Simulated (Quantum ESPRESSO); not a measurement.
BeB2:

```
CELL_PARAMETERS angstrom
2.76203 0.00000 0.00000
0.00000 3.92954 0.00000
-2.03473 0.00000 3.44332
ATOMIC_POSITIONS crystal
Be 0.50000 0.00000 0.50000
Be 0.50000 0.50000 0.00000
B 0.33156 0.11391 0.82051
B 0.33156 0.38609 0.32051
B 0.66844 0.88609 0.17949
B 0.66844 0.61391 0.67949
```

The cell was built by a generator and needn't be a form met in nature.

* Program: Quantum ESPRESSO 7.5
* Task: relaxation of cell and atoms
* Functional: PBEsol
* Potentials or basis: GBRV 1.5 LDA
* Cutoff: 612 eV
* Density cutoff: 4898 eV
* k mesh: 6 × 4 × 4
* Occupations: methfessel-paxton, width 0.01 eV
* Spin: no spin polarisation

At the start: pressure 80.7 GPa; volume 6.23 Å³/atom.

Where does the relaxation end?

Over 31 steps the energy falls by 1639.9 meV/atom and the volume is 7.31 Å³/atom (+17.3 %); space group C2/m (No. 12, to 0.05 Å).

Step by step:
```csv
step,energy change (eV),largest force (eV/Å),pressure (GPa),volume (Å³)
1,0.0000,4.3231,80.73,37.37
2,-1.4569,3.7294,62.49,38.22
3,-4.5820,2.3425,24.62,40.90
4,-5.4485,3.2838,11.59,43.34
5,-6.0768,2.7712,7.98,43.71
6,-7.4724,1.4252,-1.20,45.36
7,-8.1060,0.3528,-7.29,47.00
8,-8.2420,0.3539,-10.16,47.74
9,-8.3360,0.6035,-10.87,47.76
10,-8.6316,0.9127,-13.46,47.46
11,-8.8839,0.9997,-12.94,46.07
12,-9.1017,0.8578,-9.72,44.15
13,-9.2412,0.6514,-5.11,42.74
14,-9.2749,0.3715,-4.38,42.46
15,-9.2928,0.3696,-3.55,42.36
16,-9.3378,0.3702,-0.76,42.06
17,-9.3923,0.3306,4.30,41.15
18,-9.4739,0.3863,12.03,39.71
19,-9.5094,0.4818,12.13,39.52
20,-9.5440,0.5222,9.12,39.99
21,-9.6445,0.5245,4.62,41.00
22,-9.6992,0.1790,-0.85,42.34
23,-9.7167,0.1752,-1.10,42.62
24,-9.7005,1.3807,0.67,43.33
25,-9.7473,0.3905,-1.66,43.08
26,-9.7779,0.3866,-1.70,43.36
27,-9.8281,0.2208,-0.44,43.99
28,-9.8365,0.0581,-0.29,43.79
29,-9.8382,0.0509,-0.08,43.76
30,-9.8390,0.0279,0.04,43.79
31,-9.8391,0.0079,-0.02,43.84
```

Final structure:
```xyz
6
Lattice="3.6303 0.0000 -0.1221 0.0000 4.0718 0.0000 -2.8063 0.0000 3.0601" Properties=species:S:1:pos:R:3 pbc="T T T"
Be    0.4120    0.0000    1.4690
Be    1.8151    2.0359   -0.0611
B    -1.5199    0.0001    2.3705
B    -0.1167    2.0358    0.8404
B     2.3439    4.0717    0.5675
B     0.9407    2.0360    2.0975
```

Caveat: the k mesh is coarse (spacing up to 0.46 Å⁻¹), so the values aren't converged; the potentials were made for another functional, which shifts forces and pressure; the volume moved by over 15 % at a fixed basis, so the end points are rough.
